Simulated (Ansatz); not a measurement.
# CHAlSSe: one species, many methods

One table from this session's results is given with a row withheld; the runs are named, their logs left out.

Method: functionals in def2-TZVPP, the program's frozen cores in correlated methods; program: Ansatz 0.2.0, Gaussian basis.

The runs, in order: LDA (SPW92), PBE-D4, revPBE-D4, BLYP-D4, r2SCAN-D4, B97M-V, PBE0-D4, B3LYP-D4, r2SCANh-D4, r2SCAN0-D4, HSE06-D4, BHLYP-D4, CAM-B3LYP-D4, LC-ωPBE, ωB97X-V, ωB97M-V, B2PLYP, PBE-QIDH; CCSD(T)/def2-SVP; CCSD(T)/def2-TZVPP; MP2/def2-QZVPP; extrapolation to the limit; RPA on PBE.

## The relaxed structure

An earlier PBE0-D4 in a triple-zeta def2 set relaxation fixed the geometry.

SMILES `[Se]=[C]1[AlH][S]1`, 5 atoms, charge 0, spin multiplicity 1.

Atoms are counted from 1 here; the program's logs count them from 0.

Bond lengths: Se1–C2 1.751 Å, C2–Al3 1.896 Å, C2–S4 1.798 Å, Al3–S4 2.155 Å, Al3–H5 1.568 Å. Angles: Se1–C2–Al3 159.3°, Se1–C2–S4 129.4°, Al3–C2–S4 71.3°, C2–Al3–S4 52.2°, C2–Al3–H5 161.6°, S4–Al3–H5 146.2°, C2–S4–Al3 56.5°.

Set-up of the first run:

The input, in.yaml:

```yaml
crystal:
  periodic: [false, false, false]
  atoms:
    - {symbol: Se, position_ang: [-2.569258, -0.216472, -0.093859]}
    - {symbol: C, position_ang: [-0.819867, -0.206197, -0.017773]}
    - {symbol: Al, position_ang: [0.951593, 0.468573, -0.035132]}
    - {symbol: S, position_ang: [0.320375, -1.574844, 0.226929]}
    - {symbol: H, position_ang: [2.167057, 1.455341, -0.121565]}
basis:
  gaussian: {orbitals: def2-TZVPP}
hamiltonian: {xc: lda}
output: {orbitals: {seedname: orbitals}}
```

Run with:

```
ansatz run in.yaml --threads 2 --pin off --events-out ev --progress --plain --max-ram 4352MiB
```

Among the steps run: LDA; PBE-D4 (GGA); revPBE-D4 (GGA); BLYP-D4 (GGA); r2SCAN-D4 (meta-GGA); B97M-V (meta-GGA); B3LYP-D4 (hybrid); r2SCANh-D4 (hybrid); r2SCAN0-D4 (hybrid); HSE06-D4 (hybrid); BHLYP-D4 (hybrid); CAM-B3LYP-D4 (range-separated); LC-ωPBE (range-separated); ωB97X-V (range-separated); ωB97M-V (range-separated); B2PLYP (double hybrid); PBE-QIDH (double hybrid).

One of the session's tables, all rows but one given; the rest of the session is left out.

It belongs to the step «Orbital energies across the functionals». 

| functional | HOMO (eV) | LUMO (eV) | gap (eV) |
| --- | --- | --- | --- |
| LDA (SPW92) | -4.89 | -3.57 | 1.32 |
| PBE-D4 | -4.73 | -3.37 | 1.36 |
| revPBE-D4 | -4.67 | -3.30 | 1.38 |
| BLYP-D4 | -4.56 | -3.20 | 1.35 |
| r2SCAN-D4 | ? | ? | ? |
| B97M-V | -4.96 | -3.25 | 1.70 |
| PBE0-D4 | -5.73 | -2.64 | 3.09 |
| B3LYP-D4 | -5.51 | -2.78 | 2.73 |
| r2SCANh-D4 | -5.27 | -3.03 | 2.24 |
| r2SCAN0-D4 | -5.84 | -2.60 | 3.24 |
| HSE06-D4 | -5.34 | -3.01 | 2.33 |
| BHLYP-D4 | -6.59 | -1.76 | 4.83 |
| CAM-B3LYP-D4 | -6.91 | -1.60 | 5.31 |
| LC-ωPBE | -8.20 | -0.63 | 7.57 |
| ωB97X-V | -7.87 | -0.66 | 7.21 |
| ωB97M-V | -7.73 | -0.74 | 6.99 |

**Question.** Estimate the row for r2SCAN-D4.

Worked estimate for «HOMO (eV)». Against the share of exact exchange, r2SCANh-D4 (0.1, -5.27), r2SCAN0-D4 (0.25, -5.84) give a slope of -3.80 per unit share; at 0 the line stands at -4.89.

The run gave: HOMO (eV): -4.89; LUMO (eV): -3.31; gap (eV): 1.58. In «HOMO (eV)» the line misses by 0.00.
